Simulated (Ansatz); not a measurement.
Task: a single point in a Gaussian basis of GeH₇NOSi, SMILES N[SiH2][GeH2][OH], with Ansatz 0.2.0 through its Python package. Give the script and its output. Level of theory: r2SCAN, def2-SVP basis, multiplicity 1.

```yaml
atoms:
  - { symbol: N, position_ang: [-1.8885, 0.2057, 0.4241] }
  - { symbol: Si, position_ang: [-0.2823, 0.9170, 0.3846] }
  - { symbol: Ge, position_ang: [1.2108, -0.8085, 0.1698] }
  - { symbol: O, position_ang: [0.9892, -1.7077, -1.3255] }
  - { symbol: H, position_ang: [-2.0839, -0.2272, -0.5257] }
  - { symbol: H, position_ang: [-2.5894, 1.0814, 0.4417] }
  - { symbol: H, position_ang: [-0.1086, 1.8333, -0.7558] }
  - { symbol: H, position_ang: [0.0141, 1.6707, 1.6273] }
  - { symbol: H, position_ang: [1.1097, -1.7432, 1.4426] }
  - { symbol: H, position_ang: [2.6828, -0.2294, 0.1604] }
  - { symbol: H, position_ang: [1.0115, -1.0490, -2.0229] }
```

`run_energy.py`
```python
"""Single point of GeH7NOSi."""

import json
import logging
import sys

import ansatz as az
import numpy as np
import pandas as pd

logging.basicConfig(stream=sys.stdout, format="%(levelname)s:%(name)s:%(message)s")
log = logging.getLogger("calc")
log.setLevel(logging.INFO)

params = {
    "basis": "def2-SVP",
    "xc": "r2scan",
}

geometry_ang = [
    ("N", (-1.8885, 0.2057, 0.4241)),
    ("Si", (-0.2823, 0.917, 0.3846)),
    ("Ge", (1.2108, -0.8085, 0.1698)),
    ("O", (0.9892, -1.7077, -1.3255)),
    ("H", (-2.0839, -0.2272, -0.5257)),
    ("H", (-2.5894, 1.0814, 0.4417)),
    ("H", (-0.1086, 1.8333, -0.7558)),
    ("H", (0.0141, 1.6707, 1.6273)),
    ("H", (1.1097, -1.7432, 1.4426)),
    ("H", (2.6828, -0.2294, 0.1604)),
    ("H", (1.0115, -1.049, -2.0229)),
]
geh7nosi = az.Crystal.molecule()
for symbol, xyz in geometry_ang:
    geh7nosi = geh7nosi.atom(symbol, xyz)

model = (
    geh7nosi.calculation()
    .basis(gaussian=params["basis"])
    .functional(params["xc"])
    .forces()
)
print(model.to_yaml())
result = model.run(threads=1)
r = result.report

for key in ("converged", "free_energy_ev", "reference_energy_ev", "n_frozen", "n_occupied", "n_virtual"):
    log.info(f"{key:22s} {r[key]}")

field = r["mean_field"]
print("<S^2> =", round(abs(field["state"]["spin_squared"]), 4), " all-electron relativity setting:", field["relativity"])
print("passes:", field["passes"])
if "symmetry" in field:
    print("occupied orbitals by irrep:", field["symmetry"]["occupied"])

symbols = [site.symbol for site in geh7nosi.cartesian_sites]
forces = np.array(r["forces_ev_ang"])
print("largest force", round(float(np.linalg.norm(forces, axis=1).max()), 4), "eV/A, rms", round(float(np.sqrt((forces ** 2).mean())), 4))

charges = r["charge_distribution"]
table = pd.DataFrame({"atom": symbols, "mulliken": charges["mulliken_charges_e"], "lowdin": charges["lowdin_charges_e"]})
print(table.round(3).to_string())
print("dipole (e A):", np.round(charges["dipole_moment_e_ang"], 4) + 0.0)
with open("geh7nosi.json", "w") as handle:
    json.dump({k: r[k] for k in ("free_energy_ev", "reference_energy_ev", "n_occupied", "n_virtual")}, handle, indent=1)
```

Output of `python run_energy.py`:
```text
crystal:
  periodic: [false, false, false]
  atoms:
    - { symbol: "N", position_ang: [-1.8885, 0.2057, 0.4241] }
    - { symbol: Si, position_ang: [-0.2823, 0.917, 0.3846] }
    - { symbol: Ge, position_ang: [1.2108, -0.8085, 0.1698] }
    - { symbol: O, position_ang: [0.9892, -1.7077, -1.3255] }
    - { symbol: H, position_ang: [-2.0839, -0.2272, -0.5257] }
    - { symbol: H, position_ang: [-2.5894, 1.0814, 0.4417] }
    - { symbol: H, position_ang: [-0.1086, 1.8333, -0.7558] }
    - { symbol: H, position_ang: [0.0141, 1.6707, 1.6273] }
    - { symbol: H, position_ang: [1.1097, -1.7432, 1.4426] }
    - { symbol: H, position_ang: [2.6828, -0.2294, 0.1604] }
    - { symbol: H, position_ang: [1.0115, -1.049, -2.0229] }
basis:
  gaussian:
    orbitals: def2-SVP
hamiltonian:
  xc: r2scan
output:
  forces: true

INFO:calc:converged              True
INFO:calc:free_energy_ev         -68032.27411257407
INFO:calc:reference_energy_ev    -68032.27411257407
INFO:calc:n_frozen               0
INFO:calc:n_occupied             [34, 34]
INFO:calc:n_virtual              [79, 79]
<S^2> = 0.0  all-electron relativity setting: none
passes: {'evaluations': 16, 'products': 12}
occupied orbitals by irrep: [{'A': 34}, {'A': 34}]
largest force 3.3945 eV/A, rms 0.9618
   atom  mulliken  lowdin
0     N    -0.430  -0.065
1    Si     0.311   0.197
2    Ge     0.402  -0.016
3     O    -0.432   0.074
4     H     0.150   0.031
5     H     0.151   0.062
6     H    -0.100  -0.094
7     H    -0.076  -0.069
8     H    -0.063  -0.040
9     H    -0.104  -0.064
10    H     0.190  -0.016
dipole (e A): [-0.2289  0.4372 -0.2527]
```

File `geh7nosi.json` afterwards:
```json
{
 "free_energy_ev": -68032.27411257407,
 "reference_energy_ev": -68032.27411257407,
 "n_occupied": [
  34,
  34
 ],
 "n_virtual": [
  79,
  79
 ]
}
```

What to keep in mind:
- The settings weren't tested for convergence.
- The geometry is a force-field or estimated start, not a minimum of this method, and the basis set is short of its limit.
- The Löwdin charges here are taken after orthogonalising the functions within each atom; they differ from plain Löwdin charges, and their signs can be unphysical.
- The whole script took 9.1 s on 1 thread of Arm Neoverse V1 (shared host), peak memory 0.28 GiB.

(A comment or docstring line of the script was reworded after the run, the code is as it ran; lines on the test bed's own set-up are left out of the output.)
